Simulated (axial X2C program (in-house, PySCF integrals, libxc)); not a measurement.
**SmOH⁺: the levels of the configuration f5 s1**

Which Ω levels does SmOH⁺ have in the configuration f5 s1, and how far apart?

Method: two-component X2C, average-of-configuration Hartree–Fock and CI in the open shells; program: an in-house X2C program for linear molecules on PySCF integrals.

All values are calculated.

### 1 The job

Contents of task.json:

```json
{"zs": [62, 8, 1], "q": 1, "bas": ["dyall-v3z", "dyall-v3z", "dyall-v3z"], "r0": 2.2, "metal": 0, "shells": [[3, [0, 1, 2, 3], 5], [0, [0], 1]], "fix": 0, "emax": 2.2, "nroots": 4, "r2": 0.95}
```

Keys: zs atomic numbers; q charge; bas basis sets; r0 starting distance in Å; metal index of the metal atom; shells open shells as [l, |m| values, electrons]; fix electron count of the first shell held; emax energy window in eV; nroots roots for each Ω; r2 second bond in Å, held.

Command:

```sh
$ python soci.py task.json out
```

Two-component X2C with atomic mean-field Coulomb and Gaunt terms, basis Sm dyall-v3z, O dyall-v3z, H dyall-v3z (cores contracted in-house). Orbitals come from Hartree–Fock averaged over the configuration Sm f5 s1; CI then distributes these electrons over the f, s shells of Sm.

### 2 CI at Sm–O–H held linear, bonds 1.957 and 0.950 Å (the second held)

What does the calculation give? Wanted: lowest level of the model; next level; lowest curve, Re and ωe.

As calculated:

| quantity | value |
| --- | --- |
| lowest level of the model | Ω = 0, g∥ = 0.00, 100% f5 s1 |
| next level | Ω = 1, 116 cm⁻¹ higher |
| lowest curve, Re and ωe | 1.963 Å, 714.2 cm⁻¹ |

In words: From 1.957 to 2.035 Å the gap from the lowest to the fifth level goes from 870 to 882 cm⁻¹. Without dynamic correlation distances can be off by several hundredths of an Å, and the wavenumbers are rough. There is no dynamic correlation: spin–orbit spacings and, for f shells, spacings inside one term are the most reliable numbers, splittings between terms come out too wide, and energies between configurations are not reliable, so the lowest level need not be the ground state of the molecule. At most 4 roots were kept for each Ω > 0 (twice that for Ω = 0) within 2.2 eV of the lowest, so higher up levels can be missing between those listed; levels with Ω > 0 are doubly degenerate and listed once, Ω = 0 levels singly. The molecule was held linear; bending was not examined.
